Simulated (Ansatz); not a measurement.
# TePt: the cost of one run

Method: DFT LDA+D3(BJ), scalar-relativistic, plane waves, PAW, in Ansatz 0.2.0.

The COD entry's cell or inner coordinates are ideal or old and differ from later refinements, so a difference from it is no clean test against experiment.

### Step 1. The system as given

The structure is trigonal, space group R-3m (No. 166). The conventional cell has a = 3.963 Å, b = 3.963 Å, c = 19.983 Å, α = 90.00°, β = 90.00°, γ = 120.00°. Te (site symmetry 3m) has 3 Pt at 2.59 Å in its first shell of neighbours. Pt (site symmetry 3m) is surrounded by 3 Te at 2.59 Å and 3 Pt at 2.72 Å.

Structure file:

```
CELL_PARAMETERS angstrom
1.98157 1.14406 6.66103
-1.98157 1.14406 6.66103
0.00000 -2.28812 6.66103
ATOMIC_POSITIONS crystal
Te 0.59800 0.59800 0.59800
Te 0.40200 0.40200 0.40200
Pt 0.87033 0.87033 0.87033
Pt 0.12967 0.12967 0.12967
```

Source of the structure: the Crystallography Open Database.

(A quick probe on a coarse mesh, which set the mesh and smearing, is not shown.)

### Step 3. The relaxation

The input, input.yaml:

```yaml
crystal:
  lattice:
    - [1.9815661262, 1.1440577364, 6.6610305258]
    - [-1.9815661262, 1.1440577364, 6.6610305258]
    - [0.0, -2.2881154728, 6.6610305258]
  atoms:
    - { symbol: Te, position: [0.598, 0.598, 0.598] }
    - { symbol: Te, position: [0.402, 0.402, 0.402] }
    - { symbol: Pt, position: [0.8703333333, 0.8703333333, 0.8703333333] }
    - { symbol: Pt, position: [0.1296666667, 0.1296666667, 0.1296666667] }
basis:
  ecutwfc: 420
kpoints:
  mp_grid: { grid: [12, 12, 12] }
hamiltonian:
  xc: lda
  pseudopotentials: { kind: paw, azcp: { folder: soft_1 } }
  dispersion: d3bj
scf:
  occupations: { method: gaussian, width: 0.1 }
output:
  forces: true
  stress: true
  eigenvalues: true
relax:
  adjacent_minimum: "off"
  f_tol: 0.005
  max_steps: 80
  cell: { stress_tol: 0.05 }
```

Launch:

```console
> ansatz run input.yaml --threads 2 --pin off --max-ram 4096MiB --backend cpu --events-out ev --progress --plain --runs-dir out
```

Q: Estimate wall time and peak memory on 2 threads of Intel Xeon Platinum 8259CL at 2.50GHz (Skylake/Cascade Lake), shared host.

About 2.3 min, with a peak of 0.79 GiB.
